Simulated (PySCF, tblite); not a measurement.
**C3H11NSSi2: geometry, infrared bands and NMR shifts**

Wanted: the infrared bands and NMR shifts of C3H11NSSi2 (`CN1CC[SiH2]S[SiH2]1`), by calculation.

Programs: tblite 0.8.0 and PySCF 2.14.0, with density-fitted response routines of our own. Each step states its level of theory. These are calculated values for one molecule in the gas phase, unless marked as measured. Atoms count from 0, in the outputs and in this text.

### 1 The molecule as given

18 atoms, charge 0, multiplicity 1; geometry from: force field or distance geometry start.

Bonds of the start (Å): C0–N1 1.45, N1–C2 1.42, C2–C3 1.44, C3–Si4 1.81, Si4–S5 2.15, S5–Si6 2.14, Si6–N1 1.79, C0–H7 1.10, C0–H8 1.12, C0–H9 1.11, C2–H10 1.13, C2–H11 1.14, C3–H12 1.12, C3–H13 1.14, Si4–H14 1.48, Si4–H15 1.49, Si6–H16 1.46, Si6–H17 1.45.

### 2 Relaxing the molecule with GFN2-xTB

The job: settings as JSON, then the geometry in Å.

```
{"job": {"kind": "relax", "xc": "GFN2-xTB", "basis": "xTB"}, "charge": 0, "multiplicity": 1}
C     -2.253900    -0.529900     0.061200
N     -0.934300     0.016600     0.293600
C      0.075700    -0.973100     0.207800
C      1.491900    -0.728100     0.293600
Si     2.230700     0.898400     0.583400
S      0.919900     2.449200    -0.137800
Si    -0.803700     1.387700    -0.846700
H     -2.297800    -0.769500    -1.014800
H     -2.939500     0.350500     0.192000
H     -2.534800    -1.366800     0.727700
H     -0.201500    -1.755500     0.977800
H     -0.150400    -1.536300    -0.754700
H      1.963700    -1.140400    -0.633100
H      1.932400    -1.427500     1.085700
H      2.375300     1.100300     2.044100
H      3.561600     1.011500    -0.069900
H     -0.444200     0.811200    -2.136900
H     -1.999800     2.208000    -0.884800
```

Started as:

```console
$ OMP_NUM_THREADS=1 python probes_run.py task.json out
```

This one command runs all jobs of the session in turn.

**Question.** This job is followed by: GFN2-xTB harmonic vibrations, gas phase; GIAO PBE0/pcSseg-1 NMR shielding, non-relativistic, gas phase. Predict these results of the whole session: strongest single infrared mode (GFN2-xTB); zero-point energy (GFN2-xTB); 13C shifts against TMS (PBE0/pcSseg-1); 1H shifts against TMS (PBE0/pcSseg-1, means over atoms taken as alike); 15N shifts against NH3 (PBE0/pcSseg-1); 29Si shifts against TMS (PBE0/pcSseg-1); 33S shifts against CS2 (PBE0/pcSseg-1).

**Answer**, as computed:

```
                                                              quantity                             value
                             strongest single infrared mode (GFN2-xTB)              766 cm⁻¹, 378 km/mol
                                          zero-point energy (GFN2-xTB)                     84.4 kcal/mol
                                13C shifts against TMS (PBE0/pcSseg-1)              53.8, 42.9, 15.9 ppm
1H shifts against TMS (PBE0/pcSseg-1, means over atoms taken as alike)  5.40, 4.92, 3.16, 2.68, 1.18 ppm
                                15N shifts against NH3 (PBE0/pcSseg-1)                          35.2 ppm
                               29Si shifts against TMS (PBE0/pcSseg-1)                  -28.9, -32.4 ppm
                                33S shifts against CS2 (PBE0/pcSseg-1)                          -279 ppm
```

What this shows: The optimisation took 91 steps and gained 1.145 eV; among the close pairs (by a distance rule), C3–Si4 changed most, from 1.810 to 1.900 Å. All 48 modes are real, so the xTB geometry is a minimum. The strongest single mode, at 766 cm⁻¹, moves mainly H14 and H15. GFN2-xTB is a fitted tight-binding method: band positions and strengths are rough. Its intensities can rank the bands wrongly. At PBE0/pcSseg-1: The largest span, 214 ppm, is at S5, where the paramagnetic term is -278 ppm.
